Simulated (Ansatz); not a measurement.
# FGaH₄OSi: taking an electron away

One table from this session's results is given with a row withheld; the runs are named, their logs left out.

Method: unrestricted cation, the program's frozen cores in correlated methods; program: Ansatz 0.2.0, Gaussian basis.

The runs, in order: UKS PBE-D4/def2-TZVPP; UKS r2SCAN-D4/def2-TZVPP; UKS PBE0-D4/def2-TZVPP; UKS B3LYP-D4/def2-TZVPP; UKS wB97X-V/def2-TZVPP; UKS wB97M-V/def2-TZVPP; UKS B2PLYP/def2-TZVPP; UHF-CCSD(T)/def2-TZVPP; UHF-MP2/def2-QZVPP; extrapolation to the limit; then −ε(HOMO) from the neutral's earlier runs with LDA (SPW92), PBE-D4, revPBE-D4, BLYP-D4, r2SCAN-D4, B97M-V, PBE0-D4, B3LYP-D4, r2SCANh-D4, r2SCAN0-D4, HSE06-D4, BHLYP-D4, CAM-B3LYP-D4, LC-ωPBE, ωB97X-V, ωB97M-V.

## The relaxed structure

An earlier PBE0-D4 in a triple-zeta def2 set relaxation fixed the geometry.

SMILES `[F][GaH][O][SiH3]`, 8 atoms, charge 0, spin multiplicity 1.

Atoms are counted from 1 here; the program's logs count them from 0.

Bond lengths: F1–Ga2 1.751 Å, Ga2–O3 1.763 Å, Ga2–H5 1.537 Å, O3–Si4 1.639 Å, Si4–H6 1.485 Å, Si4–H7 1.488 Å, Si4–H8 1.488 Å. Angles: F1–Ga2–O3 113.0°, F1–Ga2–H5 121.9°, O3–Ga2–H5 125.1°, Ga2–O3–Si4 138.2°, O3–Si4–H6 108.0°, O3–Si4–H7 111.0°, O3–Si4–H8 111.0°, H6–Si4–H7 109.1°, H6–Si4–H8 109.1°, H7–Si4–H8 108.7°.

The first run:

Contents of in.yaml:

```yaml
crystal:
  periodic: [false, false, false]
  atoms:
    - {symbol: F, position_ang: [0.857060, 1.472047, 1.846243]}
    - {symbol: Ga, position_ang: [1.323898, 1.220197, 0.177528]}
    - {symbol: O, position_ang: [0.322195, 0.024793, -0.643955]}
    - {symbol: Si, position_ang: [-0.952805, -0.945843, -0.299139]}
    - {symbol: H, position_ang: [2.493055, 1.984213, -0.463099]}
    - {symbol: H, position_ang: [-1.287457, -1.717233, -1.523245]}
    - {symbol: H, position_ang: [-0.618609, -1.894345, 0.796906]}
    - {symbol: H, position_ang: [-2.137327, -0.143828, 0.108751]}
basis:
  gaussian: {orbitals: def2-TZVPP}
total_charge: 1
magnetization: {spin_polarized: true, initial_magnetization: 1}
hamiltonian: {xc: pbe, dispersion: d4}
```

Started as:

```bash
ansatz run in.yaml --threads 2 --pin off --events-out ev --progress --plain --max-ram 32768MiB --backend cpu
```

Steps of the session up to this table: Cation, UKS PBE-D4/def2-TZVPP; Cation, UKS r2SCAN-D4/def2-TZVPP; Cation, UKS PBE0-D4/def2-TZVPP; Cation, UKS B3LYP-D4/def2-TZVPP; Cation, UKS wB97X-V/def2-TZVPP; Cation, UKS wB97M-V/def2-TZVPP; Cation, UKS B2PLYP (frozen core)/def2-TZVPP; Cation, UHF-CCSD(T)/def2-TZVPP; Cation, UHF-MP2/def2-QZVPP.

One table of the session follows, with a row left open; its other results are not shown here.

Orbital estimates, from the neutral's runs:

| functional | −ε(HOMO) (eV) |
| --- | --- |
| LDA (SPW92) | 7.49 |
| PBE-D4 | 7.40 |
| revPBE-D4 | 7.36 |
| BLYP-D4 | ? |
| r2SCAN-D4 | 7.75 |
| B97M-V | 7.84 |
| PBE0-D4 | 8.81 |
| B3LYP-D4 | 8.61 |
| r2SCANh-D4 | 8.27 |
| r2SCAN0-D4 | 9.05 |
| HSE06-D4 | 8.41 |
| BHLYP-D4 | 10.18 |
| CAM-B3LYP-D4 | 10.25 |
| LC-ωPBE | 11.61 |
| ωB97X-V | 11.27 |
| ωB97M-V | 11.11 |

Estimate the missing values for BLYP-D4.

Worked estimate for «−ε(HOMO) (eV)». Against the share of exact exchange, B3LYP-D4 (0.2, 8.61), BHLYP-D4 (0.5, 10.18) give a slope of 5.23 per unit share; at 0 the line stands at 7.56.

The run gave: −ε(HOMO) (eV): 7.33. In «−ε(HOMO) (eV)» the line misses by +0.23.
